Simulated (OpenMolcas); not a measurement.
**Ir⁴⁺ among point charges: CASSCF and CASPT2 levels and susceptibility**

Aim: the splitting of the states of Ir⁴⁺ in the field of 6 point charges, its lowest levels with spin-orbit coupling and its magnetic susceptibility.

The numbers are computed with OpenMolcas 26.06 (state-averaged CASSCF and CASPT2, spin-orbit coupling by RASSI with atomic mean-field integrals), except any that are marked as measured or tabulated.

### Step 1. The atom as given

| Property | Result |
| --- | --- |
| Species | Ir⁴⁺ (iridium, Z = 77, 73 electrons) |
| Basis | ANO-RCC-VDZP [7s6p4d2f], 59 functions |
| Scalar Hamiltonian | DKH2, point nucleus |
| Inactive shells | 1s 2s 2p 3s 3p 3d 4s 4p 4d 4f 5s 5p |
| Active space | 5 electrons in 5 orbitals (5d) |
| Some configurations of this space | 5d⁵ |
| Orbitals | optimised for each spin and parity, averaged over all roots |

Outer shells as boxes (Hund's rule):

5d5
```
5d [↑ ][↑ ][↑ ][↑ ][↑ ]
```

The ion sits among 6 point charges of -1.5 e arranged as an octahedron (Oh), 2.16 Å from the ion.

Each step is its own input file, run in one work folder so that later steps find the files of earlier ones. Labels, J, g values, rates, χT and fits are worked out afterwards by a script from the matrices that RASSI stores. The input lists half of the charges; inversion (Group=XYZ) makes the rest.

### Step 2. One- and two-electron integrals

a.inp reads:

```
&GATEWAY
Coord
1

Ir 0.0 0.0 0.0
Basis=ANO-RCC-VDZP
Group=XYZ
NoMove
AngMom=0.0 0.0 0.0
AMFI
XField
3 Angstrom 0
2.160000 0.000000 0.000000 -1.500000
0.000000 2.160000 0.000000 -1.500000
0.000000 0.000000 2.160000 -1.500000
&SEWARD
```

On the command line:

```console
$ OMP_NUM_THREADS=1 MOLCAS_MEM=1689 MOLCAS_PROJECT=a pymolcas a.inp > a.log
```

### Step 3. Reference wave functions, sextets of even parity, 1 root

a.inp reads:

```
&RASSCF
FileOrb=start.orb
Symmetry=1
Spin=6
nActEl=5 0 0
Inactive=15 19
Ras2=5 0
CIRoot=1 1 1
SDav=1
CIMx=300
Iter=120 100
PrWF=0.3
OrbListing=Nothing
MaxOrb=0
>>> COPY $Project.JobIph JOB001
```

start.orb holds the contracted functions of the basis, ordered by shell, or the orbitals of the step before.

### Step 4. CASSCF: quartets of even parity, 24 roots

a.inp reads:

```
&RASSCF
FileOrb=start.orb
Symmetry=1
Spin=4
nActEl=5 0 0
Inactive=15 19
Ras2=5 0
CIRoot=24 24 1
SDav=24
CIMx=300
Iter=120 100
PrWF=0.3
OrbListing=Nothing
MaxOrb=0
>>> COPY $Project.JobIph JOB002
```

### Step 5. CASSCF: doublets of even parity, 75 roots

a.inp reads:

```
&RASSCF
FileOrb=start.orb
Symmetry=1
Spin=2
nActEl=5 0 0
Inactive=15 19
Ras2=5 0
CIRoot=75 75 1
SDav=75
CIMx=300
Iter=120 100
PrWF=0.3
OrbListing=Nothing
MaxOrb=0
>>> COPY $Project.JobIph JOB003
```

### Step 6. RASSI: spin-orbit coupling between the states

a.inp reads:

```
&RASSI
NrOfJobIphs=3 1 24 75
1
1 2 3 4 5 6 7 8 9 10 11 12 13 14 15 16 17 18 19 20 21 22 23 24
1 2 3 4 5 6 7 8 9 10 11 12 13 14 15 16 17 18 19 20 21 22 23 24 25 26 27
28 29 30 31 32 33 34 35 36 37 38 39 40 41 42 43 44 45 46 47 48 49 50 51
52 53 54 55 56 57 58 59 60 61 62 63 64 65 66 67 68 69 70 71 72 73 74 75
IphNames
JOB001
JOB002
JOB003
EJob
SpinOrbit
DIPRint=1.0
SOCoupling=1000.0
Subsets=2
Property=9
'ANGMOM' 1 'ANGMOM' 2 'ANGMOM' 3 'MLTPL  1' 1 'MLTPL  1' 2 'MLTPL  1' 3
'AMFI' 1 'AMFI' 2 'AMFI' 3
SOProperty=3
'ANGMOM' 1 'ANGMOM' 2 'ANGMOM' 3
```

### Step 7. CASPT2: IPEA 0.25, imaginary shift 0.1 (closed shells correlated: 5s 5p)

a.inp reads:

```
>>> COPY JOB001 $Project.JobIph
&CASPT2
Multistate=1 1
Frozen=14 16
IPEA=0.25
Imaginary=0.1
MaxIter=60
WThr=0.0 0.3 0.05
PrWF=0.5
NoMix
>>> COPY JOB002 $Project.JobIph
&CASPT2
Multistate=24 1 2 3 4 5 6 7 8 9 10 11 12 13 14 15 16 17 18 19 20 21 22
23 24
NoMult
Frozen=14 16
IPEA=0.25
Imaginary=0.1
MaxIter=60
WThr=0.0 0.3 0.05
PrWF=0.5
NoMix
>>> COPY JOB003 $Project.JobIph
&CASPT2
Multistate=75 1 2 3 4 5 6 7 8 9 10 11 12 13 14 15 16 17 18 19 20 21 22
23 24 25 26 27 28 29 30 31 32 33 34 35 36 37 38 39 40 41 42 43 44 45 46
47 48 49 50 51 52 53 54 55 56 57 58 59 60 61 62 63 64 65 66 67 68 69 70
71 72 73 74 75
NoMult
Frozen=14 16
IPEA=0.25
Imaginary=0.1
MaxIter=60
WThr=0.0 0.3 0.05
PrWF=0.5
NoMix
```

(Steps that only read results are left out.)

Q: Predict the outcome of this session. Wanted: spin-free ground state; lowest level; next level.

As calculated:

| quantity | value |
| --- | --- |
| method | SS-CASPT2, IPEA 0.25, imaginary shift 0.1 (closed shells correlated: 5s 5p) |
| spin-free ground state | 6A1, 1-fold in its orbital part |
| lowest level | 2-fold Γ7, g = 3.20, 3.20, 3.20 |
| next level | 110.1 cm⁻¹ |
| χT at 300 K | 4.01 cm³ K/mol |
| effective moment at 300 K | 5.66 μB |

Cost by method:

| method | time of its own steps | time with the reference |
| --- | --- | --- |
| A. CASSCF | 26 s | 26 s |
| B. SS-CASPT2, IPEA 0.25, imaginary shift 0.1, +5s 5p | 8.5 s | 34 s |

Times are of one thread on a shared host.

The spin-free ground state (6A1) comes to 100 % from free-ion S terms and keeps the highest spin of the shell. χT at 300 K is 4.01, against 4.39 cm³ K/mol for the spin alone, so spin-orbit coupling lowers it. An active space of the d shell alone favours high spin; real ions in strong fields can be low spin. A ligand-field fit to the states below 45000 cm-1 gives 10Dq = 4938 cm-1, B = 786 cm-1 and C = 3537 cm-1 (C/B = 4.50), with a deviation of 537 cm-1. CASPT2 does not keep the components of a term degenerate, and the means are used. The field of point charges can differ much from that of real complexes. With metal d orbitals alone active, the gaps between spin states are rough; where two lie within a few thousand cm-1, their order is open. Point charges carry no covalency, so the field is a model and not that of real ligands.
